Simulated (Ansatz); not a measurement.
# CH₃BClN: how energies converge with the basis set

How large a basis does CH₃BClN need? Two functionals are run in growing sets.

Computed with Ansatz 0.2.0, Gaussian basis. Level: one geometry, several basis sets.

Plan: PBE0-D4/def2-SVP; ωB97M-V/def2-SVP; PBE0-D4/def2-QZVPP; ωB97M-V/def2-QZVPP; the functionals' def2-TZVPP values are taken from earlier runs.

### 1 The relaxed structure

All runs share one geometry, relaxed beforehand with PBE0-D4 in a triple-zeta def2 set.

SMILES `B/N=C\Cl`, 7 atoms, charge 0, spin multiplicity 1.

Atoms are counted from 1 here; the program's logs count them from 0.

Bond lengths: B1–N2 1.362 Å, B1–H5 1.195 Å, B1–H6 1.195 Å, N2–C3 1.226 Å, C3–Cl4 1.745 Å, C3–H7 1.088 Å. Angles: N2–B1–H5 118.6°, N2–B1–H6 118.6°, H5–B1–H6 122.7°, B1–N2–C3 176.1°, N2–C3–Cl4 123.5°, N2–C3–H7 125.0°, Cl4–C3–H7 111.5°.

### 2 PBE0-D4 in def2-SVP

File in.yaml:

```yaml
crystal:
  periodic: [false, false, false]
  atoms:
    - {symbol: B, position_ang: [-0.196794, 1.329311, -0.177313]}
    - {symbol: N, position_ang: [-0.115287, -0.014285, 0.028246]}
    - {symbol: C, position_ang: [0.038659, -1.219328, 0.190143]}
    - {symbol: Cl, position_ang: [1.553074, -2.043321, -0.082352]}
    - {symbol: H, position_ang: [-0.512863, 1.724755, -1.260279]}
    - {symbol: H, position_ang: [0.031185, 2.063831, 0.737864]}
    - {symbol: H, position_ang: [-0.736774, -1.908965, 0.517890]}
basis:
  gaussian: {orbitals: def2-SVP}
hamiltonian: {xc: pbe0, dispersion: d4}
output: {orbitals: {seedname: orbitals}}
```

Started as:

```console
$ ansatz run in.yaml --threads 2 --pin off --events-out ev --progress --plain --max-ram 4352MiB
```

Further steps of the session: ωB97M-V in def2-SVP; PBE0-D4 in def2-QZVPP; ωB97M-V in def2-QZVPP.

**Question.** What will the summary of the whole plan be? Wanted: PBE0-D4: double and triple zeta above quadruple; ωB97M-V: double and triple zeta above quadruple.

As calculated:

```
                                       quantity          value
PBE0-D4: double and triple zeta above quadruple  8.47, 0.55 eV
ωB97M-V: double and triple zeta above quadruple  8.56, 0.52 eV
```

In words: For PBE0-D4 the step from double to triple zeta gains 7.92 eV and the next only 0.55 eV. These are total energies; as a rule much of such shifts cancels in differences, which this series doesn't test.
